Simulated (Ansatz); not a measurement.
# HfC: the cost of one run

Method: DFT PBEsol, scalar-relativistic, plane waves, PAW, in Ansatz 0.2.0.

The COD entry's cell or inner coordinates are ideal or old and differ from later refinements, so a difference from it is no clean test against experiment.

3 further runs of the same task are left out: 3 set aside as unsound or not needed. Runs told in other sessions of the task aren't counted.

## (1) The system as given

The structure is hexagonal, space group P6_3mc (No. 186). Conventional cell: a = 3.183 Å, b = 3.183 Å, c = 5.185 Å, α = 90.00°, β = 90.00°, γ = 120.00°. Around Ga (site symmetry 3m) lie 4 N at 1.95 Å. N (site symmetry 3m) has 4 Ga at 1.95 Å in its first shell of neighbours.

As a file:

```
CELL_PARAMETERS angstrom
3.18258 0.00000 0.00000
-1.59129 2.75619 0.00000
0.00000 0.00000 5.18543
ATOMIC_POSITIONS crystal
Ga 0.33333 0.66667 0.99919
Ga 0.66667 0.33333 0.49919
N 0.33333 0.66667 0.37581
N 0.66667 0.33333 0.87581
```

It is the result of an earlier relaxation at this level (volume 11.37 Å³/atom; gap on the mesh: 1.88 eV).

## (2) The film's bulk: HfC

Relaxed beforehand at this level: -7923.3525 eV/atom, gap on the mesh none (metal).

Space group Fm-3m (No. 225). a = 4.607 Å, b = 4.607 Å, c = 4.607 Å, α = 90.00°, β = 90.00°, γ = 90.00°
| atom | site | symmetry | x | y | z |
| --- | --- | --- | --- | --- | --- |
| Hf | 4b | m-3m | 0.5000 | 0.0000 | 0.0000 |
| C | 4a | m-3m | 0.0000 | 0.0000 | 0.0000 |

Bulk energy of GaN, the base, on matching settings, from an earlier run: -2061.4235 eV/atom.

## (3) HfC strained to the base's plane

The (111) plane of HfC is fitted to the (001) plane of GaN, a strain of -2.3 % along x and -2.3 % along y; the third vector and the atoms relax.

Input file input.yaml:

```yaml
crystal:
  lattice:
    - [3.1825784893, 0.0, 0.0]
    - [-1.5912892447, 2.7561938213, 0.0]
    - [-1.5912892447, 0.9187312738, 2.7357286511]
  atoms:
    - { symbol: Hf, position: [0.5, 0.5, 0.5] }
    - { symbol: C, position: [0.0, 0.0, 0.0] }
basis:
  ecutwfc: 420
kpoints:
  mp_grid: { grid: [12, 12, 13] }
hamiltonian:
  xc: pbesol
scf:
  occupations: { method: gaussian, width: 0.1 }
output:
  forces: true
  stress: true
  eigenvalues: true
relax:
  adjacent_minimum: "off"
  f_tol: 0.01
  max_steps: 50
  cell: { fix: [a, b, gamma], stress_tol: 0.1 }
```

The run is started by

```
$ ansatz run input.yaml --threads 4 --pin off --max-ram 10240MiB --backend cpu --events-out ev --progress --plain --runs-dir out
```

**Question.** How long does this run take on 4 threads of Intel Xeon 6975P-C (Granite Rapids), shared host, and how much memory does it need?

About 12 s, with a peak of 0.59 GiB.
